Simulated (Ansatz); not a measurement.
# LiGd2As2: the cost of one run

Computed with Ansatz 0.2.0 (DFT PBE, scalar-relativistic, plane waves, PAW, unless a step's input says otherwise).

1 further run of the same task is left out (set aside as unsound or not needed).

## 1. The system as given

The structure is tetragonal, space group P4/mmm (No. 123). Conventional cell: a = 4.198 Å, b = 4.198 Å, c = 7.716 Å, α = 90.00°, β = 90.00°, γ = 90.00°. Li (site symmetry 4/mmm) has 8 Gd at 3.52 Å as nearest neighbours. Gd (site symmetry 4mm) has 4 As at 2.88 Å as nearest neighbours. As (site symmetry mmm) is surrounded by 4 Gd at 2.88 Å and 4 As at 2.97 Å.

As a file:

```
Li Gd As
1.0
     4.19842    0.00000    0.00000
     0.00000    4.19842    0.00000
     0.00000    0.00000    7.71583
Li Gd As
1 2 2
Direct
  0.00000 0.00000 0.00000
  0.50000 0.50000 0.75581
  0.50000 0.50000 0.24419
  0.50000 0.00000 0.50000
  0.00000 0.50000 0.50000
```

The cell was relaxed beforehand at this level, from a database cell with other species swapped in; it is a trial structure. At a tolerance of 0.05 Å it has space group P4/mmm (No. 123); it has 27.20 Å³/atom, an uncorrected energy of -0.46 eV/atom over the elements.

## 2. Bands, states and charges

Input file input.yaml:

```yaml
crystal:
  lattice:
    - [4.1984242804, 0.0, 0.0]
    - [0.0, 4.1984242804, 0.0]
    - [0.0, 0.0, 7.7158324276]
  atoms:
    - { symbol: Li, position: [0.0, 0.0, 0.0] }
    - { symbol: Gd, position: [0.5, 0.5, 0.755810206], spin: 7.65 }
    - { symbol: Gd, position: [0.5, 0.5, 0.244189794], spin: 7.65 }
    - { symbol: As, position: [0.5, 0.0, 0.5] }
    - { symbol: As, position: [0.0, 0.5, 0.5] }
basis:
  ecutwfc: 420
kpoints:
  mp_grid: { grid: [10, 10, 6] }
  band_path:
    path:
      - [[0.0, 0.0, 0.0], [0.0, 0.5, 0.0], [0.5, 0.5, 0.0], [0.0, 0.0, 0.0], [0.0, 0.0, 0.5], [0.0, 0.5, 0.5], [0.5, 0.5, 0.5], [0.0, 0.0, 0.5]]
      - [[0.0, 0.5, 0.0], [0.0, 0.5, 0.5]]
      - [[0.5, 0.5, 0.0], [0.5, 0.5, 0.5]]
    npoints: 14
hamiltonian:
  xc: pbe
scf:
  occupations: { method: gaussian, width: 0.1 }
  n_extra_bands: 12
output:
  forces: true
  stress: true
  eigenvalues: true
  populations: true
  dos: { projected: true, de: 0.02, nscf_kmesh: { grid: [12, 12, 8] } }
  bader: true
  write_density: true
  write_potential: true
  elf: true
  volumetric_format: npy
magnetization:
  spin_polarized: true
checkpoint:
  read: start.run
  write: ck
  compress: false
  write_wavefunctions: false
  write_every: 100000
```

The run is started by

```
$ ansatz run input.yaml --threads 1 --pin off --max-ram 2048MiB --backend cpu --events-out ev --progress --plain --runs-dir out
```

Q: Estimate wall time and peak memory on 1 thread of Intel Xeon 6975P-C (Granite Rapids), shared host.

About 97 s, with a peak of 1 GiB.
